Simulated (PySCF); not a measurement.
# BeCl+: bond curves at several levels of theory

One table from this session's results is given with a row withheld; the runs are named, their logs left out.

Computed with PySCF 2.14.0. Level: Be aug-pcseg-1, Cl aug-pcseg-1, no relativity.

Set-up of the first run:

The job is set up so:

```yaml
atoms: Be, Cl
charge: 1
basis: Be aug-pcseg-1, Cl aug-pcseg-1
Hamiltonian: no relativity
basis_functions: 40
electrons_treated: 20
masses_in_u: 9.0122, 34.9689
levels: PBE0, PBE, r²SCAN, B2PLYP, BLYP, BP86, CAM-B3LYP, HF, MP2, SCS-MP2, CCSD, CCSD(T)
grid: 80 radial by 434 angular points
occupations: held fixed by the projection of orbital angular momentum
dissociation_limit: Be+ + Cl, each in its ground configuration
starting_distance_in_angstrom: 2.030
values_of_2S_to_try: 0, 2
```

Run with:

```
$ OMP_NUM_THREADS=1 python dia.py task.json out
```

Among the steps run: Input; The PBE0 curve of the state that the search chose; Higher solutions at PBE0; PBE (GGA); r²SCAN; B2PLYP; BLYP (GGA); BP86 (GGA); CAM-B3LYP (range-separated hybrid); RHF (mean field); Adding correlation.

One of the session's tables, all rows but one given; the rest of the session is left out.

Differences from CCSD(T) in the same basis:

| level | Re (mÅ) | ωe (%) |
| --- | --- | --- |
| RHF | -17 | +4.1 |
| RHF-MP2 | -4 | +1.6 |
| RHF-SCS-MP2 | ? | ? |
| RHF-CCSD | -3 | +0.8 |
| PBE | -11 | +0.8 |
| BLYP | -7 | -0.4 |
| BP86 | -7 | +0.1 |
| r²SCAN | -13 | +2.3 |
| PBE0 | -20 | +3.3 |
| CAM-B3LYP | -25 | +4.1 |
| B2PLYP | -14 | +2.1 |

Q: Estimate the row for RHF-SCS-MP2 from the others.

As computed: Re (mÅ): -4; ωe (%): +1.2.
